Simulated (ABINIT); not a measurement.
# InTe2 (P6/mmm) in ABINIT: a series of runs

The runs below take InTe2 through relaxation of cell and atoms, single point, with PBE+D3.

Program: ABINIT 10.8.3 (patched build). These are calculated values, not measurements. Logs are shortened: lines on timing, memory, paths and dates and some standing lists are left out, and cuts for length are marked. The log counts tension as positive stress, the text compression.

## 1. Starting point

Symmetry: P6/mmm, No. 191, hexagonal system. The conventional cell has a = 5.225 Å, b = 5.225 Å, c = 3.686 Å, α = 90.00°, β = 90.00°, γ = 120.00°. Around In (site symmetry 6/mmm) lie 12 Te at 3.54 Å and 2 In at 3.69 Å. Te (site symmetry -6m2) has 3 Te at 3.02 Å as nearest neighbours.

The cell was built by a generator and needn't be a form met in nature.

## 2. Relaxation of cell and atoms, PBE+D3

The input, run.abi:

```
# Pseudopotentials
pp_dirpath "./"
pseudos "In.GGA_PBE-JTH_sp.xml, Te.GGA_PBE-JTH.xml"

# Structure
acell 3*1.0 Angstrom
rprim
     5.2253649400     0.0000000000     0.0000000000
    -2.6126824700     4.5252987800     0.0000000000
     0.0000000000     0.0000000000     3.6861262400
ntypat 2
znucl 49 52
natom 3
typat 1 2 2
chkprim 0
chksymtnons 0
tolsym 1.0e-6
xred
            0.0            0.0            0.0
            2/3            1/3            1/2
            1/3            2/3            1/2

# Plane-wave basis
ecut 598.650497 eV
pawecutdg 44.0
pawxcdev 0
ecutsm 0.5

# k points
kptopt 1
ngkpt 4 4 5
nshiftk 1
shiftk 0.0 0.0 0.0

# Exchange and correlation
ixc 11
vdw_xc 6

# Bands and occupations
nband 12
occopt 3
tsmear 0.05 eV

# SCF cycle
nstep 80
tolvrs 1.0e-10

# Output
iomode 3
prteig 0
prtebands 0
prtwf 0
prtden 0

# Relaxation
ionmov 2
optcell 2
ntime 50
tolmxf 2.0e-5
dilatmx 1.08
```

Potentials or basis: JTH PAW PBE v2.0 sp.

Launch:

```sh
$ abinit run.abi > log 2>&1
```

run.abo:

```text
.Version 10.8.3 of ABINIT
 Symmetries : space group P6/m m m (#191); Bravais hP (primitive hexag.)
================================================================================
 Values of the parameters that define the memory need of the present run
     intxc =       0    ionmov =       2      iscf =      17    lmnmax =      13
     lnmax =       5     mgfft =      48  mpssoang =       3    mqgrid =    3001
     natom =       3  nloc_mem =       2    nspden =       1   nspinor =       1
    nsppol =       1      nsym =      24    n1xccc =       1    ntypat =       2
    occopt =       3   xclevel =       2
       mpw =        3682          nfft =       73728          nkpt =          12
 PAW method is used; the additional fine FFT grid is defined by:
   mgfftf=        64    nfftf =    196608
================================================================================
================================================================================

--------------------------------------------------------------------------------
------------- Echo of variables that govern the present computation ------------
--------------------------------------------------------------------------------
 -outvars: echo values of preprocessed input variables --------
            acell      1.8897261259E+00  1.8897261259E+00  1.8897261259E+00 Bohr
              amu      1.14820000E+02  1.27600000E+02
          chkprim           0
      chksymtnons           0
          dilatmx      1.08000000E+00
             ecut      2.20000000E+01 Hartree
           ecutsm      5.00000000E-01 Hartree
           ionmov           2
              ixc          11
         kptrlatt        4    0    0      0    4    0      0    0    5
          kptrlen      3.48288453E+01
            natom           3
            nband          12
            ngfft          48      48      32
          ngfftdg          64      64      48
             nkpt          12
            nstep          80
             nsym          24
            ntime          50
           ntypat           2
           occopt           3
          optcell           2
        pawecutdg      4.40000000E+01 Hartree
         pawxcdev           0
           prtden           0
        prtebands           0
           prteig           0
            prtwf           0
            rprim      5.2253649400E+00  0.0000000000E+00  0.0000000000E+00
                      -2.6126824700E+00  4.5252987800E+00  0.0000000000E+00
                       0.0000000000E+00  0.0000000000E+00  3.6861262400E+00
          spgroup         191
           tolmxf      2.00000000E-05
           tolsym      1.00000000E-06
           tolvrs      1.00000000E-10
           tsmear      1.83746611E-03 Hartree
            typat      1  2  2
           useylm           1
           vdw_xc           6
           xangst      0.0000000000E+00  0.0000000000E+00  0.0000000000E+00
                       2.6126824700E+00  1.5084329267E+00  1.8430631200E+00
                       1.1504338585E-16  3.0168658533E+00  1.8430631200E+00
            xcart      0.0000000000E+00  0.0000000000E+00  0.0000000000E+00
[... 1139 lines left out ...]

 cartesian forces (eV/Angstrom) at end:
    1      0.00000000000000     0.00000000000000    -0.00000000000000
    2     -0.00000000000000    -0.00000000000000    -0.00000000000000
    3      0.00000000000000     0.00000000000000    -0.00000000000000
 frms,max,avg= 1.9813079E-25 3.2529338E-25   0.000E+00  0.000E+00  0.000E+00 e/A
 length scales=  9.988605280934  9.988605277483  7.237315000222 bohr
              =  5.285742279790  5.285742277964  3.829822163646 angstroms
 Fermi (or HOMO) energy (hartree) =  -0.18747   Average Vxc (hartree)=  -0.34973
 Eigenvalues (hartree) for nkpt=  12  k points:
 kpt#   1, nband= 12, wtk=  0.01250, kpt=  0.0000  0.0000  0.0000 (reduced coord)
  -0.66429   -0.52490   -0.33796   -0.33796   -0.32637   -0.25254   -0.25254   -0.23849
  -0.12423   -0.03960    0.03453    0.03453
      occupation numbers for kpt#   1
   2.00000    2.00000    2.00000    2.00000    2.00000    2.00000    2.00000    2.00000
   0.00000    0.00000    0.00000    0.00000
 prteigrs : prtvol=0 or 1, do not print more k-points.

--- !EnergyTerms
iteration_state     : {dtset: 1, itime: 10, icycle: 1, }
comment             : Components of total free energy in Hartree
kinetic             :  5.53215111162494E+00
hartree             :  1.28010278987479E+00
xc                  : -1.19432748173023E+01
Ewald energy        : -1.87353475611323E+01
psp_core            :  5.96109798733421E+00
local_psp           : -1.16291036863362E+00
PAW spherical_terms :  3.69088926579199E-01
VdWaals_dft_d       : -2.86236359735101E-02
internal            : -1.87277155676286E+01
'-kT*entropy'       : -6.44095484969661E-04
total_energy        : -1.87283596631136E+01
total_energy_eV     : -5.09624628546634E+02
...

--- !EnergyTermsDC
iteration_state     : {dtset: 1, itime: 10, icycle: 1, }
comment             : '"Double-counting" decomposition of free energy'
band_energy         : -5.56682514013649E+00
Ewald energy        : -1.87353475611323E+01
psp_core            :  5.96109798733421E+00
xc_dc               : -5.80967144235132E+00
PAW spherical_terms :  5.45165239015715E+00
VdWaals_dft_d       : -2.86236359735101E-02
internal            : -1.87277174021022E+01
'-kT*entropy'       : -6.44095484969661E-04
total_energy_dc     : -1.87283614975872E+01
total_energy_dc_eV  : -5.09624678465205E+02
...

--- !EnergyTermsWithPAWCore
iteration_state     : {dtset: 1, itime: 10, icycle: 1, }
comment             : 'Components of total free energy, including PAW core contributions'
Total energy        : -1.94709387867185E+04
Total energy DC     : -1.94709387885529E+04
Total energy (eV)   : -5.29831235897249E+05
Total energy DC (eV): -5.29831235947168E+05
...

 Cartesian components of stress tensor (hartree/bohr^3)
  sigma(1 1)= -3.76018438E-08  sigma(3 2)=  0.00000000E+00
  sigma(2 2)= -3.75930617E-08  sigma(3 1)=  0.00000000E+00
  sigma(3 3)=  2.24109371E-08  sigma(2 1)=  0.00000000E+00

-Cartesian components of stress tensor (GPa)         [Pressure=  5.1765E-04 GPa]
- sigma(1 1)= -1.10628444E-03  sigma(3 2)=  0.00000000E+00
- sigma(2 2)= -1.10602606E-03  sigma(3 1)=  0.00000000E+00
- sigma(3 3)=  6.59352533E-04  sigma(2 1)=  0.00000000E+00

== END DATASET(S) ==============================================================
================================================================================

 -outvars: echo values of variables after computation  --------
            acell      9.9886052809E+00  9.9886052775E+00  7.2373150002E+00 Bohr
           etotal     -1.8728361498E+01
            fcart      5.7508627559E-28  3.3202621617E-28 -0.0000000000E+00
                      -6.3259490315E-27 -5.6444456750E-27 -0.0000000000E+00
                       5.7508627559E-27  5.3124194588E-27 -0.0000000000E+00
            rprim      1.0000000000E+00  0.0000000000E+00  0.0000000000E+00
                      -5.0000000017E-01  8.6602540368E-01  0.0000000000E+00
                       0.0000000000E+00  0.0000000000E+00  1.0000000000E+00
           strten     -3.7601843849E-08 -3.7593061684E-08  2.2410937087E-08
                       0.0000000000E+00  0.0000000000E+00  0.0000000000E+00
           xangst     -1.4075865970E-27 -8.1267050106E-28  0.0000000000E+00
                       2.6428711399E+00  1.5258623633E+00  1.9149110818E+00
                       1.1727779627E-16  3.0517247267E+00  1.9149110818E+00
             xred     -3.5506500893E-28 -1.7753250459E-28  0.0000000000E+00
                       6.6666666667E-01  3.3333333333E-01  5.0000000000E-01
                       3.3333333333E-01  6.6666666667E-01  5.0000000000E-01
 Calculation completed.
```

It took 2.1 min on 1 thread of AMD EPYC 7R32 (Zen 2), shared host; peak memory 0.17 GiB.

Results:

```yaml
Free_energy: -509.6247 eV
Relaxed_volume: 30.89 Å³/atom
Relaxed_cell: a = 5.286 Å, b = 5.286 Å, c = 3.830 Å, α = 90.00°, β = 90.00°, γ = 120.00°
Space_group_after_relaxing_to_0.05_Å: P6/mmm (No. 191)
Energy_gained_by_relaxing: 12.3 meV/atom
Ionic_steps: 10
Pressure_after_relaxing: 0.0 GPa
Band_gap_on_the_k_mesh: none (metal or under the smearing width)
```

The path:
```tsv
step	energy change (eV)	largest force (eV/Å)	pressure (GPa)	volume (Å³)
1	0.0000	0.0000	2.09	87.16
2	-0.0072	0.0000	1.80	87.72
3	-0.0329	0.0000	0.08	91.72
4	-0.0339	0.0000	-0.10	92.30
5	-0.0349	0.0000	-0.22	92.80
6	-0.0360	0.0000	-0.23	93.12
7	-0.0366	0.0000	-0.13	93.06
8	-0.0368	0.0000	-0.04	92.83
9	-0.0368	0.0000	0.00	92.69
10	-0.0368	0.0000	0.00	92.67
```

Final structure:
```
CELL_PARAMETERS angstrom
5.28574 0.00000 0.00000
-2.64287 4.57759 0.00000
0.00000 0.00000 3.82982
ATOMIC_POSITIONS crystal
In 0.00000 0.00000 0.00000
Te 0.66667 0.33333 0.50000
Te 0.33333 0.66667 0.50000
```

Caveat: this set keeps more shells in the core, which shifts pressures and gaps; pairwise dispersion overbinds metals, which lowers pressure and volume.

## 3. Single point, PBE+D3 (cell relaxed)

The input, run.abi:

```
pp_dirpath "./"
pseudos "In.GGA_PBE-JTH_sp.xml, Te.GGA_PBE-JTH.xml"

acell 3*1.0 Angstrom
rprim
     5.2857422800     0.0000000000     0.0000000000
    -2.6428711400     4.5775870900     0.0000000000
     0.0000000000     0.0000000000     3.8298221700
ntypat 2
znucl 49 52
natom 3
typat 1 2 2
xcart
     0.0000000000     0.0000000000     0.0000000000
     4.9943026872     2.8834619417     3.6186575037
    -0.0000000499     5.7669239700     3.6186575037
chkprim 0
chksymtnons 0
tolsym 1.0e-6

ecut 22.0
pawecutdg 44.0
pawxcdev 0

kptopt 1
ngkpt 4 4 5
nshiftk 1
shiftk 0.0 0.0 0.0

ixc 11
vdw_xc 6

nband 12
occopt 3
tsmear 0.00183747

nstep 100
tolvrs 1.0e-9

iomode 3
prtwf 0
prtden 0
prteig 0
prtebands 0
```

Potentials or basis: JTH PAW PBE v2.0 sp.

Launch:

```sh
$ abinit run.abi > log 2>&1
```

run.abo:

```text
.Version 10.8.3 of ABINIT
 Symmetries : space group P6/m m m (#191); Bravais hP (primitive hexag.)
================================================================================
 Values of the parameters that define the memory need of the present run
     intxc =       0    ionmov =       0      iscf =      17    lmnmax =      13
     lnmax =       5     mgfft =      45  mpssoang =       3    mqgrid =    3001
     natom =       3  nloc_mem =       2    nspden =       1   nspinor =       1
    nsppol =       1      nsym =      24    n1xccc =       1    ntypat =       2
    occopt =       3   xclevel =       2
       mpw =        3097          nfft =       64800          nkpt =          12
 PAW method is used; the additional fine FFT grid is defined by:
   mgfftf=        60    nfftf =    162000
================================================================================
================================================================================

--------------------------------------------------------------------------------
------------- Echo of variables that govern the present computation ------------
--------------------------------------------------------------------------------
 -outvars: echo values of preprocessed input variables --------
            acell      1.8897261259E+00  1.8897261259E+00  1.8897261259E+00 Bohr
              amu      1.14820000E+02  1.27600000E+02
          chkprim           0
      chksymtnons           0
             ecut      2.20000000E+01 Hartree
              ixc          11
         kptrlatt        4    0    0      0    4    0      0    0    5
          kptrlen      3.61865751E+01
            natom           3
            nband          12
            ngfft          45      45      32
          ngfftdg          60      60      45
             nkpt          12
            nstep         100
             nsym          24
           ntypat           2
           occopt           3
        pawecutdg      4.40000000E+01 Hartree
         pawxcdev           0
           prtden           0
        prtebands           0
           prteig           0
            prtwf           0
            rprim      5.2857422800E+00  0.0000000000E+00  0.0000000000E+00
                      -2.6428711400E+00  4.5775870900E+00  0.0000000000E+00
                       0.0000000000E+00  0.0000000000E+00  3.8298221700E+00
          spgroup         191
           tolsym      1.00000000E-06
           tolvrs      1.00000000E-09
           tsmear      1.83747000E-03 Hartree
            typat      1  2  2
           useylm           1
           vdw_xc           6
           xangst      0.0000000000E+00  0.0000000000E+00  0.0000000000E+00
                       2.6428711400E+00  1.5258623633E+00  1.9149110850E+00
                      -9.7805879692E-17  3.0517247267E+00  1.9149110850E+00
            xcart      0.0000000000E+00  0.0000000000E+00  0.0000000000E+00
                       4.9943026407E+00  2.8834619725E+00  3.6186575061E+00
                      -1.8482632612E-16  5.7669239451E+00  3.6186575061E+00
             xred      0.0000000000E+00  0.0000000000E+00  0.0000000000E+00
                       6.6666666667E-01  3.3333333333E-01  5.0000000000E-01
                       3.3333333333E-01  6.6666666667E-01  5.0000000000E-01
            znucl       49.00000   52.00000

================================================================================

 chkinp: Checking input parameters for consistency.

================================================================================
== DATASET  1 ==================================================================

--- !DatasetInfo
iteration_state: {dtset: 1, }
dimensions: {natom: 3, nkpt: 12, mband: 12, nsppol: 1, nspinor: 1, nspden: 1, mpw: 3097, }
cutoff_energies: {ecut:  22.0, pawecutdg:  44.0, }
electrons: {nelect:   1.50000000E+01, charge:   0.00000000E+00, occopt:   3.00000000E+00, tsmear:   1.83747000E-03, }
[... 108 lines left out ...]
================================================================================

 ----iterations are completed or convergence reached----

 Mean square residual over all n,k,spin=   18.122E-08; max=  25.803E-06
 reduced coordinates (array xred) for    3 atoms
       0.000000000000      0.000000000000      0.000000000000
       0.666666666667      0.333333333333      0.500000000000
       0.333333333333      0.666666666667      0.500000000000
 rms dE/dt=  0.0000E+00; max dE/dt=  0.0000E+00; dE/dt below (all hartree)
    1       0.000000000000      0.000000000000      0.000000000000
    2       0.000000000000      0.000000000000      0.000000000000
    3       0.000000000000      0.000000000000      0.000000000000

 cartesian coordinates (angstrom) at end:
    1      0.00000000000000     0.00000000000000     0.00000000000000
    2      2.64287114000000     1.52586236333333     1.91491108500000
    3     -0.00000000000000     3.05172472666667     1.91491108500000

 cartesian forces (hartree/bohr) at end:
    1     -0.00000000000000    -0.00000000000000    -0.00000000000000
    2     -0.00000000000000    -0.00000000000000    -0.00000000000000
    3     -0.00000000000000    -0.00000000000000    -0.00000000000000
 frms,max,avg= 0.0000000E+00 0.0000000E+00   0.000E+00  0.000E+00  0.000E+00 h/b

 cartesian forces (eV/Angstrom) at end:
    1     -0.00000000000000    -0.00000000000000    -0.00000000000000
    2     -0.00000000000000    -0.00000000000000    -0.00000000000000
    3     -0.00000000000000    -0.00000000000000    -0.00000000000000
 frms,max,avg= 0.0000000E+00 0.0000000E+00   0.000E+00  0.000E+00  0.000E+00 e/A
 length scales=  1.889726125908  1.889726125908  1.889726125908 bohr
              =  1.000000000000  1.000000000000  1.000000000000 angstroms
 Fermi (or HOMO) energy (hartree) =  -0.18747   Average Vxc (hartree)=  -0.34973
 Eigenvalues (hartree) for nkpt=  12  k points:
 kpt#   1, nband= 12, wtk=  0.01250, kpt=  0.0000  0.0000  0.0000 (reduced coord)
  -0.66429   -0.52490   -0.33796   -0.33796   -0.32637   -0.25254   -0.25254   -0.23849
  -0.12423   -0.03960    0.03453    0.03462
      occupation numbers for kpt#   1
   2.00000    2.00000    2.00000    2.00000    2.00000    2.00000    2.00000    2.00000
   0.00000    0.00000    0.00000    0.00000
 prteigrs : prtvol=0 or 1, do not print more k-points.

--- !EnergyTerms
iteration_state     : {dtset: 1, }
comment             : Components of total free energy in Hartree
kinetic             :  5.53215950889225E+00
hartree             :  1.28010627392049E+00
xc                  : -1.19432837338064E+01
Ewald energy        : -1.87353475482699E+01
psp_core            :  5.96109797726806E+00
local_psp           : -1.16290854627505E+00
PAW spherical_terms :  3.69078857333294E-01
VdWaals_dft_d       : -2.86236359468135E-02
internal            : -1.87277208468841E+01
'-kT*entropy'       : -6.44102597000143E-04
total_energy        : -1.87283649494811E+01
total_energy_eV     : -5.09624772396022E+02
...

--- !EnergyTermsDC
iteration_state     : {dtset: 1, }
comment             : '"Double-counting" decomposition of free energy'
band_energy         : -5.56682563123940E+00
Ewald energy        : -1.87353475482699E+01
psp_core            :  5.96109797726806E+00
xc_dc               : -5.80967383780976E+00
PAW spherical_terms :  5.45165179826368E+00
VdWaals_dft_d       : -2.86236359468135E-02
internal            : -1.87277208777341E+01
'-kT*entropy'       : -6.44102597000143E-04
total_energy_dc     : -1.87283649803311E+01
total_energy_dc_eV  : -5.09624773235494E+02
...

--- !EnergyTermsWithPAWCore
iteration_state     : {dtset: 1, }
comment             : 'Components of total free energy, including PAW core contributions'
Total energy        : -1.94709387920048E+04
Total energy DC     : -1.94709387920357E+04
Total energy (eV)   : -5.29831236041098E+05
Total energy DC (eV): -5.29831236041938E+05
...

 Cartesian components of stress tensor (hartree/bohr^3)
  sigma(1 1)=  2.70796980E-08  sigma(3 2)=  0.00000000E+00
  sigma(2 2)=  2.70894333E-08  sigma(3 1)=  0.00000000E+00
  sigma(3 3)=  1.96605118E-07  sigma(2 1)=  0.00000000E+00

-Cartesian components of stress tensor (GPa)         [Pressure= -2.4593E-03 GPa]
- sigma(1 1)=  7.96712222E-04  sigma(3 2)=  0.00000000E+00
- sigma(2 2)=  7.96998645E-04  sigma(3 1)=  0.00000000E+00
- sigma(3 3)=  5.78432226E-03  sigma(2 1)=  0.00000000E+00

== END DATASET(S) ==============================================================
================================================================================

 -outvars: echo values of variables after computation  --------
            acell      1.8897261259E+00  1.8897261259E+00  1.8897261259E+00 Bohr
           etotal     -1.8728364980E+01
            fcart     -0.0000000000E+00 -0.0000000000E+00 -0.0000000000E+00
                      -0.0000000000E+00 -0.0000000000E+00 -0.0000000000E+00
                      -0.0000000000E+00 -0.0000000000E+00 -0.0000000000E+00
            rprim      5.2857422800E+00  0.0000000000E+00  0.0000000000E+00
                      -2.6428711400E+00  4.5775870900E+00  0.0000000000E+00
                       0.0000000000E+00  0.0000000000E+00  3.8298221700E+00
           strten      2.7079698008E-08  2.7089433344E-08  1.9660511752E-07
                       0.0000000000E+00  0.0000000000E+00  0.0000000000E+00
           xangst      0.0000000000E+00  0.0000000000E+00  0.0000000000E+00
                       2.6428711400E+00  1.5258623633E+00  1.9149110850E+00
                      -9.7805879692E-17  3.0517247267E+00  1.9149110850E+00
             xred      0.0000000000E+00  0.0000000000E+00  0.0000000000E+00
                       6.6666666667E-01  3.3333333333E-01  5.0000000000E-01
                       3.3333333333E-01  6.6666666667E-01  5.0000000000E-01
 Calculation completed.
```

It took 16 s on 1 thread of AMD EPYC 7R32 (Zen 2), shared host; peak memory 0.15 GiB.

Results:

```
Free energy                                           : -509.6248 eV
Pressure                                              : 0.0 GPa
Band gap on the k mesh                                : none (metal or under the smearing width)
Valence electrons inside the program's atomic spheres : In 1.76; Te 3.03
```

Caveat: this set keeps more shells in the core, which shifts pressures and gaps; pairwise dispersion overbinds metals, which lowers pressure and volume. Spin-orbit coupling is left out, which matters for the levels of Te.
